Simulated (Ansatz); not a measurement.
**CuO+ (quintet): the correlation ladder, def2-SVP**

An exercise on one series of results from a longer session: the logs are not shown, and one member is left open.

Method: def2-SVP, core rule «outside noble gas», up to 10 orbitals frozen; program: Ansatz 0.2.0, Gaussian basis.

To be run: UHF; CCSD(T) on ROHF; CCSD(T) on UHF; CISD; CCSDT(Q) on ROHF; CCSDT(Q) on UHF; CASSCF and MRCISD+Q, 16 electrons in 10 orbitals; CASSCF and NEVPT2, 16 electrons in 10 orbitals.

13 further runs of the same task are left out: 2 for a known fault of the program, 4 that didn't finish, 7 set aside as unsound or not needed.

## The system

The geometry is a PBE0/def2-TZVP stationary point (not a proven minimum) of the parent state, kept for this charge and spin.

2 atoms, charge 1, spin multiplicity 5.

Atoms are counted from 1 here; the program's logs count them from 0.

Bond lengths: Cu1–O2 1.812 Å.

The first run:

Input file in.yaml:

```yaml
crystal:
  periodic: [false, false, false]
  atoms:
    - {symbol: Cu, position_ang: [0.000000, 0.000000, 0.000000]}
    - {symbol: O, position_ang: [0.000000, 0.000000, 1.811600]}
basis:
  gaussian: {orbitals: def2-SVP}
total_charge: 1
magnetization: {spin_polarized: true, initial_magnetization: 4}
hamiltonian: {xc: hf}
output: {orbitals: {seedname: orbitals}}
```

On the command line:

```sh
$ ansatz run in.yaml --threads 1 --pin off --events-out ev --progress --plain --max-ram 2393MiB
```

Steps of the session up to this table: UHF; CCSD(T) on ROHF; CCSD(T) on UHF; CISD; CCSDT(Q) on ROHF; CCSDT(Q) on UHF; CASSCF and MRCISD+Q, 16 electrons in 10 orbitals; CASSCF and NEVPT2, 16 electrons in 10 orbitals.

One table of the session follows, with a row left open; its other results are not shown here.

| method | from RCCSDT(Q) (kcal/mol) |
| --- | --- |
| ROHF | +206.42 |
| UHF | +200.74 |
| RMP2 | +17.45 |
| UMP2 | ? |
| CISD | +19.68 |
| RCCSD | +7.96 |
| UCCSD | +6.97 |
| RCCSD(T) | +1.58 |
| UCCSD(T) | +0.81 |
| RCCSDT | -0.12 |
| UCCSDT | -0.65 |
| RCCSDT(Q) | 0 |
| UCCSDT(Q) | -0.68 |
| CASSCF valence | +203.80 |
| NEVPT2 valence | +34.47 |
| MRCISD valence | +18.48 |
| MRCISD+Q valence | +7.24 |

Q: Estimate the row for UMP2 from the others.

The run gave: from RCCSDT(Q) (kcal/mol): +15.90. In the column «from RCCSDT(Q) (kcal/mol)» it lies between RCCSD (+7.96) and RMP2 (+17.45).

Caveats from the session: Restricted and unrestricted rows rest on different reference determinants; where their highest levels disagree by more than a few hundredths of an eV, they describe different states and don't form one ladder.
